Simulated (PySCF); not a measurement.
**Tl⁷³⁺: ionisation energy in even-tempered 18s13p5d5f4g**

Wanted: the ionisation energy of thallium, up a ladder of methods.

Method: unrestricted determinants in a Gaussian basis, no spin-orbit coupling in the energies. Code: PySCF 2.14.0.

## 1. Starting point

```
Element                                   : thallium (Z = 81)
Basis                                     : an uncontracted even-tempered set (18 s from 53 bohr⁻², ratio 2.2; 13 p from 68 bohr⁻², ratio 2.2; 5 d from 270 bohr⁻², ratio 2.4; 5 f from 400 bohr⁻², ratio 2.4; 4 g from 600 bohr⁻², ratio 2.4)
Hamiltonian                               : scalar relativity by spin-free X2C-1e
State 1                                   : Tl⁷³⁺: [He] 2s2 2p4, high-spin 3P determinant
Needed too, but not shown                 : Tl⁷²⁺ [He] 2s2 2p5 (2P)
Methods                                   : UHF, LDA, PBE, PBE0, r2SCAN, B97-3, revPBE, MP2
Core shells frozen in the correlated runs : all electrons: nothing (for Tl⁷³⁺)
```

The outer shells:

Tl73+ [He] 2s2 2p4
```
[He] core
2s [↑↓]
2p [↑↓][↑ ][↑ ]
```

One driver process ran all states and methods and kept the integrals in memory. Each run is shown as a PySCF script that sums up its settings (the driver passes frozen orbitals as a list and adds second-order terms of double hybrids); the logs are those of the runs themselves. The driver starts from symmetry-adapted Hartree-Fock orbitals, holds the occupation by maximum overlap and uses a logarithmic radial grid for functionals, so a plain start would take other cycles.

The integrals over 153 functions and the set-up took 1.9 s of CPU time.

## 2. Tl⁷³⁺

UHF:

Contents of input.py:

```python
from pyscf import gto, scf, dft, mp, cc
mol = gto.M(atom="Tl 0 0 0", charge=73, spin=2, symmetry="D2h",
            basis=gto.etbs([(0, 18, 53, 2.2), (1, 13, 68, 2.2), (2, 5, 270, 2.4), (3, 5, 400, 2.4), (4, 4, 600, 2.4)]),
            nucmod="G")
mf = scf.UHF(mol).sfx2c1e()
mf.irrep_nelec = {'Ag': (2, 2), 'B1u': (1, 0), 'B2u': (1, 1), 'B3u': (1, 0)}
mf.kernel()
```

The program printed:

```text
damping factor = 0
level_shift factor = 0
DIIS = <class 'pyscf.scf.diis.CDIIS'>
diis_start_cycle = 1
diis_space = 10
diis_damp = 0
SCF conv_tol = 1e-09
SCF conv_tol_grad = None
number electrons alpha = 5  beta = 3
cycle= 1 E= -12069.7684016456  delta_E= -0.00606  |g|= 0.0441  |ddm|= 0.00224
cycle= 2 E= -12069.7684037548  delta_E= -2.11e-06  |g|= 0.000881  |ddm|= 5.15e-05
cycle= 3 E= -12069.7684037557  delta_E= -9.3e-10  |g|= 1.87e-06  |ddm|= 1.16e-06
converged SCF energy = -12069.7684037557  <S^2> = 2.000019  2S+1 = 3.0000127
```

It used 27 s of CPU time after the integrals (shared host).

Orbital energies by shell (radii are means over both spins):

```tsv
shell	electrons	mean orbital energy (eV)	spread (eV)	rms radius (bohr)
1s α	1	-93861.1	0	0.0183
1s β	1	-93789.9	0	0.0183
2s α	1	-22550.2	0	0.0724
2s β	1	-22406.0	0	0.0724
2p α	3	-20545.8	47.304	0.0660
2p β	1	-20467.7	0	0.0660
```

⟨S²⟩ = 2.000, ⟨L²⟩ = 2.00.

Spin-orbit constants on these orbitals (cm⁻¹; bare nucleus, screened nucleus, mean field): 2p 10840000, 10570000, 10510000. To first order in LS coupling the lowest level has J = 2 and lies 651 eV below the centre of the term.

Spin-orbit coupling is strong in this species (close to jj coupling), so the high-spin LS determinant is a model state, not a physical level.

LDA:

Changes to input.py:

```diff
@@ -4,3 +4,3 @@
             nucmod="G")
-mf = scf.UHF(mol).sfx2c1e()
+mf = dft.UKS(mol, xc="LDA,VWN").sfx2c1e()
 mf.irrep_nelec = {'Ag': (2, 2), 'B1u': (1, 0), 'B2u': (1, 1), 'B3u': (1, 0)}
```

The program printed:

```text
damping factor = 0
level_shift factor = 0
DIIS = <class 'pyscf.scf.diis.CDIIS'>
diis_start_cycle = 1
diis_space = 10
diis_damp = 0
SCF conv_tol = 1e-09
SCF conv_tol_grad = None
number electrons alpha = 5  beta = 3
XC functionals = LDA,VWN
    P. A. M. Dirac.,  Math. Proc. Cambridge Philos. Soc. 26, 376 (1930)
    F. Bloch.,  Z. Phys. 57, 545 (1929)
    S. H. Vosko, L. Wilk, and M. Nusair.,  Can. J. Phys. 58, 1200 (1980)
cycle= 1 E= -12059.5012173611  delta_E= -0.0168  |g|= 0.0646  |ddm|= 0.00624
cycle= 2 E= -12059.5012196715  delta_E= -2.31e-06  |g|= 0.00181  |ddm|= 7.84e-05
cycle= 3 E= -12059.5012196745  delta_E= -2.98e-09  |g|= 1.94e-05  |ddm|= 2.83e-06
cycle= 4 E= -12059.5012196745  delta_E= -1.09e-11  |g|= 4.73e-08  |ddm|= 3.59e-08
converged SCF energy = -12059.5012196745  <S^2> = 2.0000059  2S+1 = 3.000004
```

CPU time 0.88 s on a shared host, the integrals not counted.

PBE:

Changes to input.py:

```diff
@@ -4,3 +4,3 @@
             nucmod="G")
-mf = dft.UKS(mol, xc="LDA,VWN").sfx2c1e()
+mf = dft.UKS(mol, xc="PBE").sfx2c1e()
 mf.irrep_nelec = {'Ag': (2, 2), 'B1u': (1, 0), 'B2u': (1, 1), 'B3u': (1, 0)}
```

The program printed:

```text
damping factor = 0
level_shift factor = 0
DIIS = <class 'pyscf.scf.diis.CDIIS'>
diis_start_cycle = 1
diis_space = 10
diis_damp = 0
SCF conv_tol = 1e-09
SCF conv_tol_grad = None
number electrons alpha = 5  beta = 3
XC functionals = PBE
    J. P. Perdew, K. Burke, and M. Ernzerhof.,  Phys. Rev. Lett. 77, 3865 (1996)
    J. P. Perdew, K. Burke, and M. Ernzerhof.,  Phys. Rev. Lett. 78, 1396 (1997)
    J. P. Perdew, K. Burke, and M. Ernzerhof.,  Phys. Rev. Lett. 77, 3865 (1996)
    J. P. Perdew, K. Burke, and M. Ernzerhof.,  Phys. Rev. Lett. 78, 1396 (1997)
cycle= 1 E= -12071.1684249183  delta_E= -0.0161  |g|= 0.0222  |ddm|= 0.00515
cycle= 2 E= -12071.168425114  delta_E= -1.96e-07  |g|= 0.000168  |ddm|= 2.14e-05
cycle= 3 E= -12071.1684251141  delta_E= -2.18e-11  |g|= 1.2e-06  |ddm|= 1.42e-07
converged SCF energy = -12071.1684251141  <S^2> = 2.000008  2S+1 = 3.0000053
```

It used 1 s of CPU time after the integrals (shared host).

PBE0:

Changes to input.py:

```diff
@@ -4,3 +4,3 @@
             nucmod="G")
-mf = dft.UKS(mol, xc="PBE").sfx2c1e()
+mf = dft.UKS(mol, xc="PBE0").sfx2c1e()
 mf.irrep_nelec = {'Ag': (2, 2), 'B1u': (1, 0), 'B2u': (1, 1), 'B3u': (1, 0)}
```

The program printed:

```text
damping factor = 0
level_shift factor = 0
DIIS = <class 'pyscf.scf.diis.CDIIS'>
diis_start_cycle = 1
diis_space = 10
diis_damp = 0
SCF conv_tol = 1e-09
SCF conv_tol_grad = None
number electrons alpha = 5  beta = 3
XC functionals = PBE0
    C. Adamo and V. Barone.,  J. Chem. Phys. 110, 6158 (1999)
    M. Ernzerhof and G. E. Scuseria.,  J. Chem. Phys. 110, 5029 (1999)
cycle= 1 E= -12070.8878618928  delta_E= -0.0111  |g|= 0.0229  |ddm|= 0.00401
cycle= 2 E= -12070.8878622315  delta_E= -3.39e-07  |g|= 0.000195  |ddm|= 2.34e-05
cycle= 3 E= -12070.8878622316  delta_E= -3.82e-11  |g|= 1.46e-06  |ddm|= 2.09e-07
converged SCF energy = -12070.8878622316  <S^2> = 2.0000102  2S+1 = 3.0000068
```

CPU time 3.4 s on a shared host, the integrals not counted.

r2SCAN:

Changes to input.py:

```diff
@@ -4,3 +4,3 @@
             nucmod="G")
-mf = dft.UKS(mol, xc="PBE0").sfx2c1e()
+mf = dft.UKS(mol, xc="R2SCAN").sfx2c1e()
 mf.irrep_nelec = {'Ag': (2, 2), 'B1u': (1, 0), 'B2u': (1, 1), 'B3u': (1, 0)}
```

The program printed:

```text
damping factor = 0
level_shift factor = 0
DIIS = <class 'pyscf.scf.diis.CDIIS'>
diis_start_cycle = 1
diis_space = 10
diis_damp = 0
SCF conv_tol = 1e-09
SCF conv_tol_grad = None
number electrons alpha = 5  beta = 3
XC functionals = R2SCAN
    J. W. Furness, A. D. Kaplan, J. Ning, J. P. Perdew, and J. Sun.,  J. Phys. Chem. Lett. 11, 8208-8215 (2020)
    J. W. Furness, A. D. Kaplan, J. Ning, J. P. Perdew, and J. Sun.,  J. Phys. Chem. Lett. 11, 9248-9248 (2020)
    J. W. Furness, A. D. Kaplan, J. Ning, J. P. Perdew, and J. Sun.,  J. Phys. Chem. Lett. 11, 8208-8215 (2020)
    J. W. Furness, A. D. Kaplan, J. Ning, J. P. Perdew, and J. Sun.,  J. Phys. Chem. Lett. 11, 9248-9248 (2020)
cycle= 1 E= -12071.2316603901  delta_E= -0.0114  |g|= 0.0275  |ddm|= 0.00437
cycle= 2 E= -12071.2316607829  delta_E= -3.93e-07  |g|= 0.000297  |ddm|= 2.71e-05
cycle= 3 E= -12071.231660783  delta_E= -6.55e-11  |g|= 7.5e-06  |ddm|= 3.23e-07
converged SCF energy = -12071.231660783  <S^2> = 2.0000138  2S+1 = 3.0000092
```

CPU time 1.4 s on a shared host, the integrals not counted.

B97-3:

Changes to input.py:

```diff
@@ -4,3 +4,3 @@
             nucmod="G")
-mf = dft.UKS(mol, xc="R2SCAN").sfx2c1e()
+mf = dft.UKS(mol, xc="HYB_GGA_XC_B97_3").sfx2c1e()
 mf.irrep_nelec = {'Ag': (2, 2), 'B1u': (1, 0), 'B2u': (1, 1), 'B3u': (1, 0)}
```

The program printed:

```text
damping factor = 0
level_shift factor = 0
DIIS = <class 'pyscf.scf.diis.CDIIS'>
diis_start_cycle = 1
diis_space = 10
diis_damp = 0
SCF conv_tol = 1e-09
SCF conv_tol_grad = None
number electrons alpha = 5  beta = 3
XC functionals = HYB_GGA_XC_B97_3
    T. W. Keal and D. J. Tozer.,  J. Chem. Phys. 123, 121103 (2005)
cycle= 1 E= -12070.7875677675  delta_E= -0.0104  |g|= 0.0404  |ddm|= 0.00362
cycle= 2 E= -12070.7875681223  delta_E= -3.55e-07  |g|= 0.000241  |ddm|= 2.64e-05
cycle= 3 E= -12070.7875681223  delta_E= -5.09e-11  |g|= 2.7e-06  |ddm|= 3.21e-07
converged SCF energy = -12070.7875681223  <S^2> = 2.0000104  2S+1 = 3.0000069
```

CPU time 3.2 s on a shared host, the integrals not counted.

revPBE:

Changes to input.py:

```diff
@@ -4,3 +4,3 @@
             nucmod="G")
-mf = dft.UKS(mol, xc="HYB_GGA_XC_B97_3").sfx2c1e()
+mf = dft.UKS(mol, xc="PBE_R,PBE").sfx2c1e()
 mf.irrep_nelec = {'Ag': (2, 2), 'B1u': (1, 0), 'B2u': (1, 1), 'B3u': (1, 0)}
```

The program printed:

```text
damping factor = 0
level_shift factor = 0
DIIS = <class 'pyscf.scf.diis.CDIIS'>
diis_start_cycle = 1
diis_space = 10
diis_damp = 0
SCF conv_tol = 1e-09
SCF conv_tol_grad = None
number electrons alpha = 5  beta = 3
XC functionals = PBE_R,PBE
    Y. Zhang and W. Yang.,  Phys. Rev. Lett. 80, 890 (1998)
    J. P. Perdew, K. Burke, and M. Ernzerhof.,  Phys. Rev. Lett. 77, 3865 (1996)
    J. P. Perdew, K. Burke, and M. Ernzerhof.,  Phys. Rev. Lett. 78, 1396 (1997)
cycle= 1 E= -12072.1214015701  delta_E= -0.0166  |g|= 0.0268  |ddm|= 0.00497
cycle= 2 E= -12072.1214018023  delta_E= -2.32e-07  |g|= 0.000249  |ddm|= 2.02e-05
cycle= 3 E= -12072.1214018023  delta_E= -2.36e-11  |g|= 3.19e-06  |ddm|= 1.42e-07
converged SCF energy = -12072.1214018023  <S^2> = 2.0000085  2S+1 = 3.0000057
```

It used 0.83 s of CPU time after the integrals (shared host).

MP2 (all electrons):

Changes to input.py:

```diff
@@ -4,4 +4,5 @@
             nucmod="G")
-mf = dft.UKS(mol, xc="PBE_R,PBE").sfx2c1e()
+mf = scf.UHF(mol).sfx2c1e()
 mf.irrep_nelec = {'Ag': (2, 2), 'B1u': (1, 0), 'B2u': (1, 1), 'B3u': (1, 0)}
 mf.kernel()
+mp.UMP2(mf, frozen=[[144, 145, 146, 147, 148, 149, 150, 151, 152], [144, 145, 146, 147, 148, 149, 150, 151, 152]]).kernel()
```

The driver printed no log here.

It used 3.7 s of CPU time after the integrals (shared host).

With 8 electrons correlated, the MP2 correlation energy is -0.34304 hartree (-0.06845 same spin, -0.27459 opposite spin); the SCS form gives -0.35233. Largest pairs of shells: 2s-2p -0.1052, 2p-2p -0.0969, 1s-1s -0.0647, 1s-2p -0.0388, 1s-2s -0.0212.

At this charge the one-electron X2C treatment keeps the bare 1/r₁₂, with no two-electron picture change or Breit term, which inflates the 1s pair energies well beyond their four-component values.

Radial density 4πr²ρ of Tl⁷³⁺ at UHF, without picture-change correction:

```tsv
r (bohr)	density	spin density
0.000364	5.10	0.000
0.000612	10.1	0.001
0.00103	19.4	0.003
0.00173	35.6	0.013
0.00291	60.7	0.063
0.00490	91.5	0.300
0.00824	112	1.349
0.0139	100	5.290
0.0233	73.1	15.942
0.0392	87.1	29.948
0.0659	79.9	24.775
0.111	17.2	5.068
0.187	0.315	0.097
0.314	0.000125	0.000
```

## 3. The energy differences

Ionisation energy: Tl⁷²⁺ [He] 2s2 2p5 (2P) → Tl⁷³⁺ [He] 2s2 2p4 (3P).

```tsv
method	value (eV)	less the reference (eV)
UHF	20095.4	+655.4
LDA	20087.8	+647.8
PBE	20093.9	+653.9
PBE0	20094.8	+654.8
r2SCAN	20100.7	+660.7
B97-3	20094.0	+654.0
revPBE	20093.3	+653.3
MP2 (all electrons)	20097.4	+657.4
SCS-MP2 (all electrons)	20097.3	+657.3
```

Reference: 19440 ± 70 eV (theoretical estimate listed by NIST; NIST Atomic Spectra Database, ionization energies). Spin-orbit coupling is strong in these open shells (close to jj coupling). The scalar numbers leave it out, so it can dominate the gap to the real levels. For this ion Breit and QED terms and the two-electron picture change, all absent here, are large against electron correlation.

The differences also use runs on Tl⁷²⁺ [He] 2s2 2p5 (2P), which are not shown here.

## 4. What came out

```
                quantity                                                              value
ionisation energy, Tl⁷²⁺  UHF 20095.4, MP2 (all electrons) 20097.4 eV; reference 19440 ± 70
```

The methods span 12.947 eV, from LDA (20087.8) to r2SCAN (20100.7). The reference is uncertain or not like for like (spin-orbit coupling or other relativistic terms), so no ranking of close methods is drawn. All values hold for this basis alone; no basis-set limit was taken.
